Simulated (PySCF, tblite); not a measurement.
# CH₉BrSi₄: geometry, infrared bands and NMR shifts

Aim: predict the infrared bands and NMR shifts of CH₉BrSi₄ (`[SiH3][Si]1(Br)[SiH2]C[SiH2]1`).

Programs: tblite 0.8.0 and PySCF 2.14.0, with density-fitted response routines of our own. Each step states its level of theory. These are calculated values for one molecule in the gas phase, unless marked as measured. Atoms are numbered from 0 throughout.

### 1 The starting structure

15 atoms, charge 0, multiplicity 1; geometry from: force field or distance geometry start.

Bonds of the start (Å): Si0–Si1 2.25, Si1–Br2 2.17, Si1–Si3 2.25, Si3–C4 1.92, C4–Si5 1.91, Si5–Si1 2.25, Si0–H6 1.48, Si0–H7 1.49, Si0–H8 1.48, Si3–H9 1.48, Si3–H10 1.49, C4–H11 1.09, C4–H12 1.09, Si5–H13 1.48, Si5–H14 1.49.

### 2 Optimising the geometry with GFN2-xTB

Job settings and geometry (Å):

```
{"job": {"kind": "relax", "xc": "GFN2-xTB", "basis": "xTB"}, "charge": 0, "multiplicity": 1}
Si     2.439900    -0.057600     0.204100
Si     0.558700     0.327000    -0.968700
Br     0.794900     1.007700    -3.016600
Si    -1.004000    -1.250900    -0.629100
C     -1.590100    -0.323300     0.940900
Si    -1.023900     1.366100     0.252600
H      2.117500    -0.512700     1.578100
H      3.257400     1.184200     0.322600
H      3.269700    -1.104100    -0.441200
H     -2.056000    -1.296800    -1.667900
H     -0.473200    -2.610300    -0.310600
H     -2.668200    -0.391700     1.116400
H     -1.057400    -0.619000     1.848700
H     -2.067300     2.016000    -0.570100
H     -0.502500     2.273700     1.318800
```

Started as:

```bash
$ OMP_NUM_THREADS=1 python probes_run.py task.json out
```

The driver reads the jobs from task.json and runs them one after another.

Standard output:

```text
step      E/eV     max force
  0    -481.37261    2.311
  1    -481.56209    1.159
  2    -481.68464    0.709
  3    -481.71779    0.634
  4    -481.77394    0.337
  5    -481.79985    0.364
  6    -481.82741    0.410
  7    -481.85168    0.377
  8    -481.87577    0.359
  9    -481.89613    0.282
 10    -481.91416    0.392
 11    -481.92834    0.331
 12    -481.93589    0.159
 13    -481.93936    0.129
 14    -481.94175    0.107
 15    -481.94446    0.135
 16    -481.94719    0.151
 17    -481.94910    0.096
 18    -481.95019    0.081
 19    -481.95101    0.089
 20    -481.95212    0.135
 21    -481.95396    0.200
 22    -481.95654    0.213
 23    -481.95907    0.137
 24    -481.96070    0.112
 25    -481.96170    0.099
 26    -481.96274    0.107
 27    -481.96422    0.113
 28    -481.96613    0.121
 29    -481.96825    0.165
 30    -481.97042    0.178
 31    -481.97286    0.145
 32    -481.97589    0.138
 33    -481.97930    0.133
 34    -481.98264    0.164
 35    -481.98613    0.210
 36    -481.98964    0.195
 37    -481.99266    0.177
 38    -481.99537    0.147
 39    -481.99777    0.147
 40    -481.99953    0.098
 41    -482.00075    0.091
 42    -482.00181    0.090
 43    -482.00309    0.143
 44    -482.00469    0.175
 45    -482.00677    0.152
 46    -482.00898    0.095
 47    -482.01068    0.086
 48    -482.01184    0.120
 49    -482.01396    0.154
 50    -482.01603    0.150
 51    -482.01803    0.105
 52    -482.01915    0.066
 53    -482.01978    0.065
 54    -482.02028    0.048
 55    -482.02056    0.130
 56    -482.02101    0.062
 57    -482.02134    0.039
 58    -482.02165    0.055
 59    -482.02195    0.061
 60    -482.02219    0.044
 61    -482.02241    0.034
 62    -482.02275    0.040
 63    -482.02330    0.074
 64    -482.02398    0.082
 65    -482.02443    0.057
 66    -482.02464    0.028
 67    -482.02474    0.021
 68    -482.02480    0.021
 69    -482.02489    0.023
 70    -482.02497    0.020
 71    -482.02506    0.028
 72    -482.02519    0.035
 73    -482.02544    0.053
 74    -482.02590    0.070
 75    -482.02651    0.078
 76    -482.02704    0.064
 77    -482.02728    0.058
 78    -482.02768    0.059
 79    -482.02787    0.051
 80    -482.02814    0.036
 81    -482.02842    0.046
 82    -482.02881    0.061
 83    -482.02907    0.053
 84    -482.02933    0.033
 85    -482.02951    0.034
 86    -482.02967    0.037
 87    -482.02981    0.032
 88    -482.02992    0.031
 89    -482.03000    0.019
 90    -482.03006    0.024
 91    -482.03012    0.018
 92    -482.03022    0.021
 93    -482.03028    0.023
 94    -482.03035    0.021
 95    -482.03039    0.015
 96    -482.03042    0.009
```

Run time: 0.91 s. Hardware: 1 thread of Arm Neoverse V2, shared host.

Relaxation path: (not every step is listed)

```
step  energy from step 0 (eV)  largest force (eV/Å)
   0                   0.0000                2.3115
   1                  -0.1895                1.1585
   2                  -0.3120                0.7090
   3                  -0.3452                0.6336
   4                  -0.4013                0.3371
   5                  -0.4272                0.3642
   6                  -0.4548                0.4097
   7                  -0.4791                0.3775
   8                  -0.5032                0.3593
  16                  -0.5746                0.1511
  24                  -0.5881                0.1122
  32                  -0.6033                0.1377
  40                  -0.6269                0.0983
  48                  -0.6392                0.1196
  56                  -0.6484                0.0617
  64                  -0.6514                0.0824
  72                  -0.6526                0.0355
  80                  -0.6555                0.0357
  88                  -0.6573                0.0312
  91                  -0.6575                0.0185
  92                  -0.6576                0.0206
  93                  -0.6577                0.0233
  94                  -0.6577                0.0209
  95                  -0.6578                0.0148
  96                  -0.6578                0.0088
```

Distances of close pairs at the start and the end, largest changes first:

```
   bond  before (Å)  after (Å)  change (Å)
Si1–Br2       2.171      2.322      +0.151
Si1–Si3       2.247      2.374      +0.127
Si1–Si5       2.253      2.373      +0.120
Si0–Si1       2.250      2.329      +0.079
 Si0–H7       1.491      1.463      -0.029
Si5–H14       1.494      1.468      -0.026
Si3–H10       1.494      1.468      -0.025
 Si0–H8       1.483      1.463      -0.021
```

The next job starts from the end point, and lists it.

### 3 Harmonic vibrations with GFN2-xTB

Job settings and geometry (Å):

```
{"job": {"kind": "ir", "xc": "GFN2-xTB", "basis": "xTB"}, "charge": 0, "multiplicity": 1}
Si     2.851496     0.015096     0.004189
Si     0.625606     0.219183    -0.648748
Br     0.748914     0.953856    -2.848236
Si    -1.030594    -1.470860    -0.459778
C     -2.028335    -0.215506     0.610776
Si    -1.047065     1.441044     0.509872
H      2.837894    -0.447329     1.393946
H      3.571329     1.287123    -0.052932
H      3.584764    -0.960005    -0.802713
H     -1.796459    -1.923829    -1.623931
H     -0.652842    -2.668670     0.300832
H     -3.055159    -0.105818     0.265569
H     -2.110582    -0.558019     1.641873
H     -1.823113     2.493697    -0.150745
H     -0.680270     1.948029     1.838113
```

Standard output:

```text
mode    cm-1     km/mol
  1      40.9      0.40
  2      46.2      0.04
  3      63.3      0.03
  4      79.1      1.61
  5      85.3      8.03
  6     102.9     14.46
  7     213.7      4.85
  8     315.2      0.00
  9     316.8     20.94
 10     326.9     12.18
 11     340.9     11.21
 12     381.8     10.50
 13     414.4      0.44
 14     433.7      2.32
 15     489.2      8.31
 16     498.9      0.18
 17     503.3     39.62
 18     552.2     13.17
 19     604.8    162.50
 20     647.7     70.31
 21     713.8   1057.83
 22     720.5     72.67
 23     759.0    518.14
 24     784.5    261.12
 25     794.5    273.76
 26     801.1     24.03
 27     811.3    137.96
 28     967.5      0.01
 29    1116.1     68.19
 30    1476.4      1.08
 31    2191.4    137.01
 32    2196.4    424.33
 33    2226.1    139.05
 34    2229.3     78.60
 35    2237.0    559.57
 36    2254.6    336.71
 37    2255.6    184.29
 38    2979.4     23.26
 39    2998.9      8.85
```

Wall time 0.73 s (1 thread of Arm Neoverse V2, shared host).

Which atoms move in the most intense modes:

```
cm⁻¹  km/mol                                  atoms
 714  1057.8  C4 27 %, Si3 11 %, Si5 10 %, H14 10 %
 759   518.1              H8 26 %, H7 26 %, H6 24 %
 784   261.1  H9 23 %, H10 22 %, H13 21 %, H14 21 %
 794   273.8              H6 51 %, H8 19 %, H7 17 %
2196   424.3                     H14 52 %, H10 40 %
2237   559.6             H6 73 %, H13 12 %, H9 10 %
2255   336.7                       H8 69 %, H7 27 %
2256   184.3                       H7 69 %, H8 27 %
```

### 4 NMR shieldings: PBE0/pcSseg-1

Settings changed since step 3:

```diff
@@ -1,2 +1,2 @@
-{"job": {"kind": "ir", "xc": "GFN2-xTB", "basis": "xTB"}, "charge": 0, "multiplicity": 1}
+{"job": {"kind": "nmr", "xc": "PBE0", "basis": "pcSseg-1"}, "charge": 0, "multiplicity": 1}
 Si     2.851496     0.015096     0.004189
```

With the program's defaults for keys left out, this is: GIAO PBE0/pcSseg-1 NMR shielding, non-relativistic, gas phase.

Standard output:

```text
coarse grid: 60408 points
cycle   1  E = -3774.4809010397  dE = -1.064e+00  |g| = 7.561e-01  |ddm| = 3.700e+00
cycle   2  E = -3774.4620170424  dE =  1.888e-02  |g| = 5.270e-01  |ddm| = 8.727e-01
cycle   3  E = -3774.5137448567  dE = -5.173e-02  |g| = 2.095e-01  |ddm| = 7.361e-01
cycle   4  E = -3774.5260812917  dE = -1.234e-02  |g| = 2.886e-02  |ddm| = 2.375e-01
cycle   5  E = -3774.5261618322  dE = -8.054e-05  |g| = 5.066e-03  |ddm| = 2.887e-02
cycle   6  E = -3774.5261683408  dE = -6.509e-06  |g| = 2.245e-03  |ddm| = 1.118e-02
final grid: 120336 points
cycle   7  E = -3774.5261707747  dE =  1.349e-06  |g| = 3.059e-03  |ddm| = 8.011e-03
cycle   8  E = -3774.5261678665  dE =  2.908e-06  |g| = 4.333e-03  |ddm| = 1.104e-02
cycle   9  E = -3774.5261737605  dE = -5.894e-06  |g| = 1.889e-04  |ddm| = 6.424e-03
cycle  10  E = -3774.5261737696  dE = -9.036e-09  |g| = 1.467e-05  |ddm| = 2.524e-04
cycle  11  E = -3774.5261737696  dE = -5.730e-11  |g| = 6.367e-06  |ddm| = 3.158e-05
converged SCF energy = -3774.5261737696

GIAO shielding tensors (ppm)
atom      isotropic    diamagn.    paramagn.     s11        s22        s33       span
  0 Si     451.912     879.334    -427.421    427.046    453.201    475.491     48.445
  1 Si     317.285     878.925    -561.640    265.788    341.077    344.990     79.202
  2 Br    2766.368    3124.778    -358.410   2656.786   2785.912   2856.406    199.620
  3 Si     385.722     880.056    -494.334    334.058    365.286    457.821    123.762
  4 C      195.605     257.815     -62.211    176.071    199.949    210.794     34.723
  5 Si     385.759     880.062    -494.303    334.154    364.975    458.148    123.994
  6 H       27.915      28.792      -0.878     24.195     25.893     33.657      9.462
  7 H       27.903      28.270      -0.367     24.401     26.056     33.252      8.852
  8 H       27.902      28.268      -0.366     24.399     26.054     33.253      8.854
  9 H       26.771      29.307      -2.536     23.722     25.065     31.527      7.805
 10 H       26.858      29.449      -2.591     23.578     25.020     31.977      8.399
 11 H       30.883      29.446       1.437     25.890     27.396     39.363     13.473
 12 H       30.849      30.760       0.089     26.265     27.912     38.370     12.105
 13 H       26.773      29.314      -2.541     23.723     25.065     31.529      7.806
 14 H       26.861      29.457      -2.595     23.582     25.022     31.979      8.397
```

Run time: 34 s. Hardware: 1 thread of Arm Neoverse V2, shared host; peak memory 0.91 GiB.

Shifts follow as δ = σ(reference) − σ, with reference shieldings (ppm) from runs at the same level and on the same kind of geometry: 1H TMS 31.72, 13C TMS 186.9, 29Si TMS 349.2, 79Br HBr 2622. The references are single molecules in the gas phase. Atoms listed in one row are averaged.

```
     atoms                                                  environment  σ (ppm)  δ (ppm)  δ scaled to CDCl3
        C4                                       sp3 CH2 bonded to 2 Si    195.6     -8.7              -10.4
   H9, H13  hydrogen on a silicon bonded to C, Si, in a 4-membered ring    26.77     4.95                  –
  H10, H14  hydrogen on a silicon bonded to C, Si, in a 4-membered ring    26.86     4.86                  –
H6, H7, H8                           hydrogen on a silicon bonded to Si    27.91     3.81                  –
       H12                        hydrogen on an sp3 CH2 bonded to 2 Si    30.85     0.87               0.92
       H11                        hydrogen on an sp3 CH2 bonded to 2 Si    30.88     0.83               0.89
       Si1             silicon bonded to Br, 3 Si, in a 4-membered ring    317.3     31.9                  –
  Si3, Si5           silicon bonded to C, Si, 2 H, in a 4-membered ring    385.7    -36.6                  –
       Si0                                    silicon bonded to Si, 3 H    451.9   -102.8                  –
       Br2                                         bromine bonded to Si     2766     -144                  –
```

The scaled column applies a straight-line fit of computed shieldings to shifts measured in CDCl3, with any fitted terms for Cl, Br or S neighbours (root-mean-square error 0.16 ppm for H, 1.9 ppm for C).

Charges from the same density, by scheme (e):

```
   atoms  Mulliken    IAO  Hirshfeld  ESP fit
     Si0      0.32   0.33       0.21     0.26
     Si1     -0.14   0.12       0.11    -0.14
     Br2     -0.37  -0.28      -0.16    -0.17
Si3, Si5      0.52   0.49       0.25     0.38
      C4     -0.87  -0.81      -0.25    -0.38
```

Mayer bond orders: Si0–Si1 0.86, Si1–Br2 0.83, Si1–Si3 0.80, Si3–C4 0.89, C4–Si5 0.89, Si5–Si1 0.80.

Ring of atoms Si1, Si3, C4, Si5: NICS(0) 2.3, NICS(1) -0.2, NICS(1)zz 6.8 ppm (means of both faces).

### 5 Summary of results

| quantity | value |
| --- | --- |
| strongest single infrared mode (GFN2-xTB) | 714 cm⁻¹, 1058 km/mol |
| zero-point energy (GFN2-xTB) | 52.9 kcal/mol |
| 13C shifts against TMS (PBE0/pcSseg-1) | -8.7 ppm |
| 1H shifts against TMS (PBE0/pcSseg-1, means over atoms taken as alike) | 4.95, 4.86, 3.81, 0.87, 0.83 ppm |
| 29Si shifts against TMS (PBE0/pcSseg-1, means over atoms taken as alike) | 31.9, -36.6, -102.8 ppm |
| 79Br shifts against HBr (PBE0/pcSseg-1) | -144 ppm |

The optimisation took 96 steps and gained 0.658 eV; among the close pairs (by a distance rule), Si1–Br2 changed most, from 2.171 to 2.322 Å. No mode is imaginary among the 39: a minimum at this level. The strongest single mode, at 714 cm⁻¹, has its largest shares on C4, Si3, Si5 and H14 (the list is cut at 4 atoms). Unscaled tight-binding wavenumbers are off by several per cent, some by more. Its intensities can rank the bands wrongly. At PBE0/pcSseg-1: Shielding is most anisotropic at Br2 (span 200 ppm, paramagnetic term -358 ppm). Spin-orbit coupling is left out, which matters for shieldings and couplings at and beside the heavy atoms.
